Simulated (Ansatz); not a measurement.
# C2H4BN: small, medium and large basis sets

How large a basis does C2H4BN need? Two functionals are run in growing sets.

Computed with Ansatz 0.2.0, Gaussian basis. Level: one geometry, several basis sets.

The runs, in order: PBE0-D4/def2-SVP; ωB97M-V/def2-SVP; PBE0-D4/def2-QZVPP; ωB97M-V/def2-QZVPP; the functionals' def2-TZVPP values are taken from earlier runs.

### Step 1. The relaxed structure

All runs share one geometry, relaxed beforehand with PBE0-D4 in a triple-zeta def2 set.

SMILES `CC1=NB1`, 8 atoms, charge 0, spin multiplicity 1.

Atoms are counted from 1 here; the program's logs count them from 0.

Bond lengths: C1–C2 1.470 Å, C1–H5 1.093 Å, C1–H6 1.091 Å, C1–H7 1.093 Å, C2–N3 1.306 Å, C2–B4 1.445 Å, N3–B4 1.426 Å, B4–H8 1.181 Å. Angles: C2–C1–H5 109.5°, C2–C1–H6 111.4°, C2–C1–H7 109.7°, H5–C1–H6 109.8°, H5–C1–H7 106.5°, H6–C1–H7 109.9°, C1–C2–N3 132.3°, C1–C2–B4 165.5°, N3–C2–B4 62.2°, C2–N3–B4 63.7°, C2–B4–N3 54.1°, C2–B4–H8 161.7°, N3–B4–H8 144.2°.

Coordinates:

```xyz
8

C     0.26140    1.13109   -0.18292
C    -0.10403   -0.26764    0.08084
N    -1.04409   -0.80879    0.80847
B    -0.18252   -1.71007    0.11735
H     0.19489    1.32861   -1.25584
H    -0.38580    1.82194    0.36041
H     1.30385    1.29823    0.09883
H     0.04840   -2.85047   -0.08294
```

### Step 2. PBE0-D4 in def2-SVP

in.yaml reads:

```yaml
crystal:
  periodic: [false, false, false]
  atoms:
    - {symbol: C, position_ang: [0.261400, 1.131090, -0.182919]}
    - {symbol: C, position_ang: [-0.104032, -0.267639, 0.080841]}
    - {symbol: N, position_ang: [-1.044094, -0.808789, 0.808474]}
    - {symbol: B, position_ang: [-0.182518, -1.710073, 0.117347]}
    - {symbol: H, position_ang: [0.194892, 1.328612, -1.255844]}
    - {symbol: H, position_ang: [-0.385799, 1.821945, 0.360410]}
    - {symbol: H, position_ang: [1.303848, 1.298228, 0.098831]}
    - {symbol: H, position_ang: [0.048403, -2.850471, -0.082941]}
basis:
  gaussian: {orbitals: def2-SVP}
hamiltonian: {xc: pbe0, dispersion: d4}
output: {orbitals: {seedname: orbitals}}
```

Launch:

```sh
> ansatz run in.yaml --threads 2 --pin off --events-out ev --progress --plain --max-ram 4352MiB
```

After this run come: ωB97M-V in def2-SVP; PBE0-D4 in def2-QZVPP; ωB97M-V in def2-QZVPP.

**Question.** What will the summary of the whole plan be? Wanted: PBE0-D4: double and triple zeta above quadruple; ωB97M-V: double and triple zeta above quadruple.

As calculated:

| quantity | value |
| --- | --- |
| PBE0-D4: double and triple zeta above quadruple | 4.97, 0.25 eV |
| ωB97M-V: double and triple zeta above quadruple | 5.17, 0.23 eV |

In words: PBE0-D4 gains 4.72 eV from double to triple zeta, then 0.25 eV more. Total energies overstate the basis error of differences, where much of it tends to cancel. The LUMO of ωB97M-V is positive and keeps falling with the basis (2.03 to 1.43 eV): an unbound level that the basis holds in place.
